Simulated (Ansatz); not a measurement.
AgRh under changes of volume

One of the cells (16.064 Å³/atom); the others are scaled copies at fixed shape and fractional positions:

```
Ag Rh
1.0
     2.77759    0.00000    0.00000
    -1.38879    2.40546    0.00000
     0.00000    0.00000    4.80860
Ag Rh
1 1
Direct
  0.00000 0.00000 0.50000
  0.66667 0.33333 0.00000
```

The cell comes from a database or a generator and needn't be the stable form of this composition.

```yaml
Program: Ansatz 0.2.0
Functional: PBEsol
Potentials_or_basis: Ansatz PAW
Cutoff: "420 eV (not typed: the program's choice for these potentials)"
k_mesh: 11 × 11 × 6
Occupations: fermi-dirac, width 0.05 eV
Spin: no spin polarisation
```

| volume (Å³/atom) | energy over the lowest point (meV/atom) | pressure (GPa) |
| --- | --- | --- |
| 15.100 | 0.00 | -0.9 |
| 15.421 | 5.69 | -4.6 |
| 15.743 | 18.32 | -7.8 |
| 16.064 | 36.98 | -10.6 |
| 16.385 | ? | ? |
| 16.707 | 89.36 | -15.1 |
| 17.028 | 121.78 | -17.0 |

Q: What does the run at 16.385 Å³/atom give?

A: Energy over the lowest point 60.89 meV/atom; pressure -13.0 GPa.

Worked out: A Birch-Murnaghan fit of order 3 (a polynomial in V^(-2/3)) to the other rows has its minimum at 15.02 Å³/atom, just outside them, with B0 = V·E''(V) = 191 GPa and B' = 5.4 at fixed shape and positions, which overstates the stiffness. It gives 60.84 meV/atom at 16.385 Å³/atom, against the run's 60.89, and -dE/dV = -13.1 GPa, against -13.0.

Energies are extrapolated to zero smearing.

Caveats: the PAW data sets come from PBE, with cores solved anew for the run's functional, which leaves a small shift of forces and pressure.
